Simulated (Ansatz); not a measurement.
**C₂H₆O₂Si: up Jacob's ladder to CCSD(T)**

One table from this session's results is given with a row withheld; the runs are named, their logs left out.

Computed with Ansatz 0.2.0, Gaussian basis. Level: functionals in def2-TZVPP, the program's frozen cores in correlated methods.

Levels to be run: LDA (SPW92), PBE-D4, revPBE-D4, BLYP-D4, r2SCAN-D4, B97M-V, PBE0-D4, B3LYP-D4, r2SCANh-D4, r2SCAN0-D4, HSE06-D4, BHLYP-D4, CAM-B3LYP-D4, LC-ωPBE, ωB97X-V, ωB97M-V, B2PLYP, PBE-QIDH; CCSD(T)/def2-SVP; CCSD(T)/def2-TZVPP; MP2/def2-QZVPP; extrapolation to the limit; RPA on PBE.

## Structure used throughout

All runs share one geometry, relaxed beforehand with PBE0-D4 in a triple-zeta def2 set.

SMILES `O=CC(O)[SiH3]`, 11 atoms, charge 0, spin multiplicity 1.

Atoms are counted from 1 here; the program's logs count them from 0.

Bond lengths: O1–C2 1.207 Å, C2–C3 1.484 Å, C2–H6 1.107 Å, C3–O4 1.399 Å, C3–Si5 1.918 Å, C3–H7 1.102 Å, O4–H8 0.971 Å, Si5–H9 1.481 Å, Si5–H10 1.483 Å, Si5–H11 1.488 Å. Angles: O1–C2–C3 121.5°, O1–C2–H6 121.7°, C3–C2–H6 116.8°, C2–C3–O4 111.7°, C2–C3–Si5 110.6°, C2–C3–H7 107.6°, O4–C3–Si5 108.5°, O4–C3–H7 111.5°, Si5–C3–H7 106.9°, C3–O4–H8 105.2°, C3–Si5–H9 107.5°, C3–Si5–H10 108.7°, C3–Si5–H11 110.0°, H9–Si5–H10 110.8°, H9–Si5–H11 109.7°, H10–Si5–H11 110.1°.

Set-up of the first run:

File in.yaml:

```yaml
crystal:
  periodic: [false, false, false]
  atoms:
    - {symbol: O, position_ang: [-1.667991, -0.381341, 1.581450]}
    - {symbol: C, position_ang: [-0.525104, -0.066373, 1.356644]}
    - {symbol: C, position_ang: [0.202220, -0.580046, 0.169715]}
    - {symbol: O, position_ang: [-0.547140, -1.538201, -0.521874]}
    - {symbol: Si, position_ang: [0.621490, 0.852135, -1.034901]}
    - {symbol: H, position_ang: [0.027656, 0.628123, 2.017967]}
    - {symbol: H, position_ang: [1.161658, -0.994473, 0.520110]}
    - {symbol: H, position_ang: [-1.396837, -1.583961, -0.053455]}
    - {symbol: H, position_ang: [1.349972, 0.267584, -2.184799]}
    - {symbol: H, position_ang: [-0.643864, 1.485121, -1.478712]}
    - {symbol: H, position_ang: [1.483339, 1.854433, -0.351643]}
basis:
  gaussian: {orbitals: def2-TZVPP}
hamiltonian: {xc: lda}
output: {orbitals: {seedname: orbitals}}
```

On the command line:

```
$ ansatz run in.yaml --threads 4 --pin off --events-out ev --progress --plain --max-ram 10444MiB
```

Among the steps run: LDA; PBE-D4 (GGA); revPBE-D4 (GGA); BLYP-D4 (GGA); r2SCAN-D4 (meta-GGA); B97M-V (meta-GGA); B3LYP-D4 (hybrid); r2SCANh-D4 (hybrid); r2SCAN0-D4 (hybrid); HSE06-D4 (hybrid); BHLYP-D4 (hybrid); CAM-B3LYP-D4 (range-separated); LC-ωPBE (range-separated); ωB97X-V (range-separated); ωB97M-V (range-separated); B2PLYP (double hybrid); PBE-QIDH (double hybrid).

One table of the session follows, with a row left open; its other results are not shown here.

| functional | HOMO (eV) | gap (eV) |
| --- | --- | --- |
| LDA (SPW92) | -6.52 | 4.00 |
| PBE-D4 | -6.35 | 4.08 |
| revPBE-D4 | -6.28 | 4.12 |
| BLYP-D4 | -6.26 | 4.11 |
| r2SCAN-D4 | -6.64 | 4.60 |
| B97M-V | -6.80 | 4.80 |
| PBE0-D4 | -7.82 | 6.64 |
| B3LYP-D4 | -7.60 | 6.15 |
| r2SCANh-D4 | -7.20 | 5.55 |
| r2SCAN0-D4 | -8.03 | 6.98 |
| HSE06-D4 | -7.42 | 5.85 |
| BHLYP-D4 | ? | ? |
| CAM-B3LYP-D4 | -9.24 | 9.22 |
| LC-ωPBE | -10.52 | 11.74 |
| ωB97X-V | -10.20 | 11.35 |
| ωB97M-V | -10.12 | 11.14 |

Q: Estimate the row for BHLYP-D4 from the others.

Worked estimate for «HOMO (eV)». Against the share of exact exchange, BLYP-D4 (0, -6.26), B3LYP-D4 (0.2, -7.60) give a slope of -6.70 per unit share; at 0.5 the line stands at -9.61.

The run gave: HOMO (eV): -9.23; gap (eV): 9.23. In «HOMO (eV)» the line misses by -0.38.
